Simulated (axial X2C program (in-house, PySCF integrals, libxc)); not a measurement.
**Linear TeCN⁺ at several levels**

Aim: the two bond lengths and stretching wavenumbers of linear TeCN⁺, with and without spin–orbit coupling, at PBE0, r2SCAN.

Program: an in-house X2C program for linear molecules on PySCF integrals. Level of theory: all-electron X2C, two-component (2c) or spin-free, Te dyall-v3z, C dyall-v3z, N dyall-av3z. These are calculated values, not measurements.

All values are calculated.

2 further runs of the same task are left out: 2 set aside as unsound or not needed.

### Step 1. The job

task.json reads:

```json
{
 "zs": [
  52,
  6,
  7
 ],
 "q": 1,
 "bas": [
  "dyall-v3z",
  "dyall-v3z",
  "dyall-av3z"
 ],
 "r0": [
  2.06,
  1.16
 ],
 "symm": 0,
 "scan": [
  "PBE0",
  "HF",
  "r2SCAN"
 ],
 "levels": [
  "PBE0",
  "HF",
  "BHandHLYP"
 ],
 "nst": 2
}
```

Keys: zs atomic numbers; q charge; bas basis sets; r0 starting distance in Å; symm equal bonds; scan levels of the two-bond scan; levels methods; nst determinants followed.

Started as:

```bash
$ python solin.py task.json out
```

Masses Te 129.906, C 12.000, N 14.003 u.

### Step 2. Scan at PBE0, 2c

State: Ω = 1 (beyond evenly filled blocks: ω = -1/2, ω = 3/2). Energies above the lowest point, from the job's result record:

| r(Te–C) (Å) | r(C–N) (Å) | E (meV) |
| --- | --- | --- |
| 1.9364 | 1.1378 | 75.50 |
| 1.9364 | 1.1670 | 25.91 |
| 1.9364 | 1.1962 | 64.07 |
| 1.9860 | 1.1378 | 43.28 |
| 1.9860 | 1.1670 | 0.00 |
| 1.9860 | 1.1962 | 45.31 |
| 1.9860 | 1.2254 | 161.35 |
| 2.0356 | 1.1378 | 64.08 |
| 2.0356 | 1.1670 | 26.04 |
| 2.0356 | 1.1962 | 77.31 |
| 2.0853 | 1.1670 | 93.55 |
| 2.0853 | 1.2254 | 278.26 |

A quadratic surface with cubic terms in each bond gives the minimum at 1.984 and 1.166 Å, force constants 3.4, 16.7 and coupling 0.66 mdyn/Å.

### Step 3. Scan at r2SCAN, 2c

State: Ω = 1 (beyond evenly filled blocks: ω = -1/2, ω = 3/2). Energies above the lowest point, from the job's result record:

| r(Te–C) (Å) | r(C–N) (Å) | E (meV) |
| --- | --- | --- |
| 1.9364 | 1.1378 | 99.21 |
| 1.9364 | 1.1670 | 29.51 |
| 1.9364 | 1.1962 | 47.20 |
| 1.9860 | 1.1378 | 63.73 |
| 1.9860 | 1.1670 | 0.00 |
| 1.9860 | 1.1962 | 24.42 |
| 1.9860 | 1.2254 | 119.47 |
| 2.0356 | 1.1378 | 80.42 |
| 2.0356 | 1.1670 | 21.61 |
| 2.0356 | 1.1962 | 51.62 |
| 2.0853 | 1.1670 | 83.70 |
| 2.0853 | 1.2254 | 224.99 |

A quadratic surface with cubic terms in each bond gives the minimum at 1.987 and 1.173 Å, force constants 3.31, 15.9 and coupling 0.62 mdyn/Å.

### Step 4. Scan at PBE0, spin-free

State: M_S = 1, Λ = 0 (beyond evenly filled blocks: π+α, π-α). Energies above the lowest point, from the job's result record:

| r(Te–C) (Å) | r(C–N) (Å) | E (meV) |
| --- | --- | --- |
| 1.9364 | 1.1378 | 72.81 |
| 1.9364 | 1.1670 | 24.11 |
| 1.9364 | 1.1962 | 63.21 |
| 1.9860 | 1.1378 | 42.34 |
| 1.9860 | 1.1670 | 0.00 |
| 1.9860 | 1.1962 | 46.31 |
| 1.9860 | 1.2254 | 163.40 |
| 2.0356 | 1.1378 | 65.08 |
| 2.0356 | 1.1670 | 28.02 |
| 2.0356 | 1.1962 | 80.35 |
| 2.0853 | 1.1670 | 97.68 |
| 2.0853 | 1.2254 | 284.70 |

A quadratic surface with cubic terms in each bond gives the minimum at 1.982 and 1.166 Å, force constants 3.44, 16.8 and coupling 0.67 mdyn/Å.

### Step 5. The levels side by side

| level | r(Te–C) (Å) | r(C–N) (Å) | lower stretch (cm⁻¹) | upper stretch (cm⁻¹) |
| --- | --- | --- | --- | --- |
| PBE0, 2c | 1.984 | 1.166 | 509.6 | 2115.1 |
| r2SCAN, 2c | 1.987 | 1.173 | 502.3 | 2064.4 |
| PBE0, spin-free | 1.982 | 1.166 | 512.3 | 2117.8 |
| r2SCAN, spin-free | 1.985 | 1.173 | 504.9 | 2066.3 |

Scans not shown above were run alike.

**Reading.** Over the levels the Te–C bond spans 1.982 to 1.987 Å and the C–N bond 1.166 to 1.173 Å. At PBE0 going from spin-free to two-component moves the bonds by +0.002 and +0.000 Å. Each state is one determinant, the lowest of a limited PBE0 search; the stretches come from a fit to few points and are good to some per cent at best. The molecule was held linear; bending was not examined, so a bent shape may lie lower. Open-shell Ω = 0 determinants with evenly filled partner blocks cannot be reached by this program, so the Ω shown need not be the lowest component. Note: several unpaired electrons, one determinant need not be a pure state.
